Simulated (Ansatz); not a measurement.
Here is an Ansatz 0.2.0 calculation.

Contents of input.yaml:

```yaml
crystal:
  lattice:
    - [3.569767, -2.99478, 0.0]
    - [3.569767, 2.99478, 0.0]
    - [0.0, 0.0, 9.462652]
  atoms:
    - { symbol: Se, position: [0.212422, 0.787578, 0.879385] }
    - { symbol: Se, position: [0.787578, 0.212422, 0.120615] }
    - { symbol: Se, position: [0.287578, 0.712422, 0.379385] }
    - { symbol: Se, position: [0.712422, 0.287578, 0.620615] }
    - { symbol: C, position: [0.0, 0.0, 0.0] }
    - { symbol: C, position: [0.5, 0.5, 0.5] }
hamiltonian:
  xc: pbe
  pseudopotentials: { kind: paw }
kpoints:
  mp_grid: { grid: [6, 6, 3] }
scf:
  occupations: { method: fermi_dirac, width: 0.05 }
output:
  forces: true
  stress: true
  eigenvalues: true
```

Potentials or basis: Ansatz PAW.

The run is started by

```sh
$ ansatz run input.yaml --threads 2 --pin off --max-ram 5120MiB --backend cpu --events-out ev --progress --plain --runs-dir out
```

Question: Predict the band gap on the k mesh.

Answer: 2.35 eV, indirect (least direct gap 2.45 eV).

Question: Estimate the largest force.

Answer: 0.171 eV/Å.

Question: Predict the pressure.

Answer: 0.0 GPa.

Stress tensor (GPa, compression positive):
```
 0.34  0.00  0.00
 0.00 -0.19  0.00
 0.00  0.00 -0.13
```

Caveat: odd divisions of the mesh miss points on the zone boundary, where band edges often lie, so the gap on the mesh can be too wide. PBE gaps usually lie below the measured ones, often by a third to a half.
